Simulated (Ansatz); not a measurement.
# ClF2H2O2Ta: molecular dynamics

The plan is to follow the molecule's vibrations and see whether its bonds hold. The start is relaxed first. Runs: 300 steps of 0.5 fs under a Nosé-Hoover thermostat at 300 K.

Method: RKS LDA/def2-SVP, in Ansatz 0.2.0.

## Step 1: Starting point

Bond lengths: Ta1–Cl2 2.470 Å, Ta1–F3 1.930 Å, Ta1–F4 1.930 Å, Ta1–O5 2.020 Å, O5–H6 1.010 Å, Ta1–O7 2.020 Å, O7–H8 1.010 Å. Angles: Cl2–Ta1–F3 90.0°, Cl2–Ta1–F4 90.0°, Cl2–Ta1–O5 120.0°, Cl2–Ta1–O7 120.0°, F3–Ta1–F4 180.0°, F3–Ta1–O5 90.0°, F3–Ta1–O7 90.0°, F4–Ta1–O5 90.0°, F4–Ta1–O7 90.0°, O5–Ta1–O7 120.0°, Ta1–O5–H6 109.5°, Ta1–O7–H8 109.5°.

Coordinates:

```xyz
8

Ta    0.0000    0.0000    0.0000
Cl    2.4700    0.0000    0.0000
F     0.0000    0.0000    1.9300
F     0.0000    0.0000   -1.9300
O    -1.0100    1.7493    0.0000
H    -1.4859    1.8638    0.8834
O    -1.0100   -1.7493    0.0000
H    -1.6563   -1.7655    0.7760
```

## Step 2: Preparing the start

input.yaml reads:

```yaml
crystal:
  periodic: [false, false, false]
  atoms:
    - { symbol: Ta, position_ang: [0.0, 0.0, 0.0] }
    - { symbol: Cl, position_ang: [2.47, 0.0, 0.0] }
    - { symbol: F, position_ang: [0.0, 0.0, 1.93] }
    - { symbol: F, position_ang: [0.0, 0.0, -1.93] }
    - { symbol: O, position_ang: [-1.01, 1.7493, 0.0] }
    - { symbol: H, position_ang: [-1.4859, 1.8638, 0.8834] }
    - { symbol: O, position_ang: [-1.01, -1.7493, 0.0] }
    - { symbol: H, position_ang: [-1.6563, -1.7655, 0.776] }
basis:
  gaussian: { orbitals: def2-SVP }
hamiltonian:
  xc: lda
relax:
  f_tol: 0.02
  max_steps: 40
```

The run is started by

```
$ ansatz run input.yaml --threads 2 --pin off --max-ram 3072MiB --backend cpu --events-out ev --progress --plain --runs-dir out
```

The runs that follow: The run.

Q: Predict the outcome of this session. Wanted: relaxation of the start; temperature, first and last step; temperature, second half; potential energy, second half; largest change of the conserved energy; bonds formed or broken.

As calculated:

```
                              quantity                         value
               relaxation of the start       6 moves, 0.924 eV lower
                                length           300 steps of 0.5 fs
      temperature, first and last step                 300 and 142 K
              temperature, second half  mean 135 K, from 86 to 204 K
         potential energy, second half   +17 meV/atom from the start
largest change of the conserved energy                 0.20 meV/atom
                bonds formed or broken                             0
```

**Reading.** Against a set 300 K the second half averages 135 K with a spread of 25 K; 17 meV/atom has gone into potential energy, and a thermostat that acts over some 300 fs has not made it up in 150 fs. The conserved energy strays from its start by at most 0.20 meV/atom, 1.3 % of the mean kinetic energy, which is good for a step of 0.5 fs. The bonding pattern survives the run. Averages from a run of 150 fs with 8 atoms are rough. The nuclei move classically, without zero-point motion, which matters most for hydrogen.
